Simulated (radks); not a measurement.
# Tc⁺ in [Kr] 4d5 5s1: an all-electron calculation

Wanted: eigenvalues, radial structure and energy terms of the technetium ion Tc+.

Method: scalar-relativistic Kohn-Sham, B86b exchange with PBE correlation, spin-polarised, spherical densities, finite nucleus; open shells are filled with parallel spins first. Code: radks (a radial shooting solver on a logarithmic mesh, Libxc functionals) version 1.

### Step 1. The atom as given

```
element            : technetium (Z = 43)
charge             : +1
electrons          : 42
configuration      : [Kr] 4d5 5s1
nuclear rms radius : 4.4112 fm
```

Outer shells as boxes (Hund's rule):

Tc⁺
```
[Kr] core
4d [↑ ][↑ ][↑ ][↑ ][↑ ]
5s [↑ ]
```

### Step 2. Self-consistent calculation

Input:

```text
Z 43
configuration [Kr] 4d5 5s1
relativity scalar-relativistic
functional b86_mgc,pbe
spin polarised
nucleus finite rms 4.4112 fm
c 137.035999084
```

What does the calculation give?

As calculated:

```
                        quantity                   value
                    total energy     -4286.00530 hartree
exchange-correlation share of it                  3.01 %
                            −T/E                  1.0326
          highest occupied level       5s up, -12.179 eV
    most extended occupied level  5s up, <r> = 2.96 bohr
 radius at density 0.001 e/bohr³               4.16 bohr
    maxima of the radial density                       4
         ionisation energy, NIST   15.260 (semi-emp.) eV
```

**Reading.** 5 principal shells are occupied and 4 maxima appear in the radial density; where shells overlap, one shows as a shoulder or not at all. −T/E is 1.033: with relativity the kinetic term as defined here no longer equals −E. The top level binds by 12.179 eV, 80 % of the NIST ionisation energy of 15.260 eV; the potential of a semilocal functional falls off too fast, so its top eigenvalue is too shallow. Open shells are spherical and high-spin; term and fine-structure splittings are not resolved.
